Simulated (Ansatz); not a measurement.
# CH4BClS: the cost of one run

Method: RHF/def2-SVP, in Ansatz 0.2.0.

## (1) The structure to begin with

Bond lengths: C1–S2 1.753 Å, S2–B3 1.897 Å, B3–Cl4 1.861 Å, C1–H5 1.124 Å, C1–H6 1.161 Å, C1–H7 1.120 Å, B3–H8 1.137 Å. Angles: C1–S2–B3 92.9°, S2–C1–H5 113.7°, S2–C1–H6 111.6°, S2–C1–H7 112.8°, H5–C1–H6 105.6°, H5–C1–H7 107.8°, H6–C1–H7 104.7°, S2–B3–Cl4 118.0°, S2–B3–H8 119.1°, Cl4–B3–H8 122.5°.

As a file:

```xyz
8

C    -0.3461    1.0932    0.1849
S     1.0703    0.2209    0.7370
B     0.4783   -1.4124   -0.0237
Cl    1.0577   -1.8387   -1.7406
H    -1.3125    0.6911    0.5951
H    -0.3113    2.2093    0.5031
H    -0.4317    1.1190   -0.9314
H    -0.1125   -2.1395    0.6199
```

## (2) Relaxing end A

Contents of input.yaml:

```yaml
crystal:
  periodic: [false, false, false]
  atoms:
    - { symbol: C, position_ang: [-0.3461, 1.0932, 0.1849] }
    - { symbol: S, position_ang: [1.0703, 0.2209, 0.737] }
    - { symbol: B, position_ang: [0.4783, -1.4124, -0.0237] }
    - { symbol: Cl, position_ang: [1.0577, -1.8387, -1.7406] }
    - { symbol: H, position_ang: [-1.3125, 0.6911, 0.5951] }
    - { symbol: H, position_ang: [-0.3113, 2.2093, 0.5031] }
    - { symbol: H, position_ang: [-0.4317, 1.119, -0.9314] }
    - { symbol: H, position_ang: [-0.1125, -2.1395, 0.6199] }
basis:
  gaussian: { orbitals: def2-SVP }
hamiltonian:
  xc: hf
relax:
  f_tol: 0.015
  max_steps: 40
```

Started as:

```
$ ansatz run input.yaml --threads 1 --pin off --max-ram 2048MiB --backend cpu --events-out ev --progress --plain --runs-dir out
```

**Question.** How long does this run take on 1 thread of Intel Xeon Platinum 8488C (Sapphire Rapids), shared host, and how much memory does it need?

About 41 s, with a peak of 0.18 GiB.
